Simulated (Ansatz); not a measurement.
# CH7BFN: the cost of one run

Program: Ansatz 0.2.0. Level of theory: RKS PBE-D4/6-31G*. These are calculated values, not measurements.

## 1. The system as given

Bond lengths: B1–C3 1.600 Å, C3–H4 1.110 Å, C3–H5 1.110 Å, C3–H6 1.110 Å, B1–N7 1.550 Å, N7–H8 1.060 Å, N7–H9 1.060 Å, B1–F10 1.620 Å. Angles: B1–C3–H4 109.5°, B1–C3–H5 109.5°, B1–C3–H6 109.5°, H4–C3–H5 109.4°, H4–C3–H6 109.4°, H5–C3–H6 109.4°, C3–B1–N7 120.0°, C3–B1–F10 105.4°, N7–B1–F10 92.8°, B1–N7–H8 120.0°, B1–N7–H9 120.0°, H8–N7–H9 120.0°.

Coordinates:

```xyz
11

B     0.0000    0.0000    0.0000
H     0.0000    0.0000    1.5400
C     1.3856    0.0000   -0.8000
H     1.7152   -1.0462   -0.9702
H     1.2491    0.5080   -1.7774
H     2.1552    0.5381   -0.2082
N    -1.3423    0.0000   -0.7750
H    -2.0112   -0.8164   -0.6764
H    -1.5914    0.8164   -1.4036
F    -0.2026    1.5239    0.5108
H    -0.1143    0.8600    1.4996
```

## 2. Pulling towards end A

Springs on the bonds that form and break draw the guess towards this end; the thresholds are loose.

The input, input.yaml:

```yaml
crystal:
  periodic: [false, false, false]
  atoms:
    - { symbol: B, position_ang: [0.0, 0.0, 0.0] }
    - { symbol: H, position_ang: [0.0, 0.0, 1.54] }
    - { symbol: C, position_ang: [1.3856, 0.0, -0.8] }
    - { symbol: H, position_ang: [1.7152, -1.0462, -0.9702] }
    - { symbol: H, position_ang: [1.2491, 0.508, -1.7774] }
    - { symbol: H, position_ang: [2.1552, 0.5381, -0.2082] }
    - { symbol: "N", position_ang: [-1.3423, 0.0, -0.775] }
    - { symbol: H, position_ang: [-2.0112, -0.8164, -0.6764] }
    - { symbol: H, position_ang: [-1.5914, 0.8164, -1.4036] }
    - { symbol: F, position_ang: [-0.2026, 1.5239, 0.5108] }
    - { symbol: H, position_ang: [-0.1143, 0.86, 1.4996] }
basis:
  gaussian: { orbitals: "6-31G*" }
hamiltonian:
  xc: pbe
  dispersion: d4
relax:
  f_tol: 0.15
  max_steps: 25
  restrain:
    - { distance: [0, 9], at: 2.52, k: 30.0 }
    - { distance: [10, 1], at: 1.86, k: 30.0 }
    - { distance: [0, 1], at: 1.19, k: 30.0 }
    - { distance: [10, 9], at: 0.92, k: 30.0 }
```

The run is started by

```console
$ ansatz run input.yaml --threads 1 --pin off --max-ram 2048MiB --backend cpu --events-out ev --progress --plain --runs-dir out
```

Q: Estimate wall time and peak memory on 1 thread of Arm Neoverse V2, shared host.

About 29 s, with a peak of 0.15 GiB.
